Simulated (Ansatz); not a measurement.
# Ba2Tl5V3O12: equation of state with PBE

Ba2Tl5V3O12:

```
CELL_PARAMETERS angstrom
6.49009 -6.67692 0.00000
6.49009 6.67692 0.00000
-2.00957 0.00000 5.73760
ATOMIC_POSITIONS crystal
Ba 0.47917 0.52083 0.00000
Ba 0.79264 0.20736 0.00000
V 0.65694 0.94605 0.25735
V 0.05395 0.34306 0.74265
V 0.57442 0.42558 0.50000
Tl 0.49835 0.85629 0.63726
Tl 0.14371 0.50165 0.36274
Tl 0.01508 0.98492 0.50000
Tl 0.30964 0.12677 0.21892
Tl 0.87323 0.69036 0.78108
O 0.00390 0.26325 0.44275
O 0.59719 0.60676 0.67706
O 0.91333 0.42820 0.84635
O 0.52536 0.79943 0.20594
O 0.68766 0.41628 0.31356
O 0.09251 0.20316 0.88601
O 0.58372 0.31234 0.68644
O 0.79684 0.90749 0.11399
O 0.57180 0.08667 0.15365
O 0.20057 0.47464 0.79406
O 0.73675 0.99610 0.55725
O 0.39324 0.40281 0.32294
```

The cell was built by a generator and needn't be a form met in nature.

```
Program             : Ansatz 0.2.0
Task                : equation of state
Functional          : PBE
Potentials or basis : Ansatz PAW
Cutoff              : 420 eV
Density cutoff      : 1680 eV
k mesh              : 3 × 3 × 5
Occupations         : fermi-dirac, width 0.05 eV
Spin                : collinear spin, ferromagnetic start
Starting moments    : [0.0, 0.0, 2.0, 2.0, 2.0, 0.0, 0.0, 0.0, 0.0, 0.0, 0.0, 0.0, 0.0, 0.0, 0.0, 0.0, 0.0, 0.0, 0.0, 0.0, 0.0, 0.0] μB
```

```yaml
Equilibrium_volume: 22.60 Å³/atom
Bulk_modulus_at_fixed_shape_and_positions: 71 GPa
Pressure_derivative_of_the_bulk_modulus: 4.4
```

Energy against volume, from the lowest point:
```
volume (Å³/atom)  energy (meV/atom)
          21.247              20.22
          21.699               8.69
          22.151               2.09
          22.603               0.00
          23.055               1.94
          23.507               7.45
          23.959              16.22
```

All runs of the series together: 8.8 min on 8 threads of Arm Neoverse V2, with other jobs on the host.

Caveat: the cell was scaled at fixed shape and fractional positions, which overstates the stiffness of a crystal with free parameters, most of all of layers and chains. Spin-orbit coupling is left out, which matters for the levels of Ba, Tl.
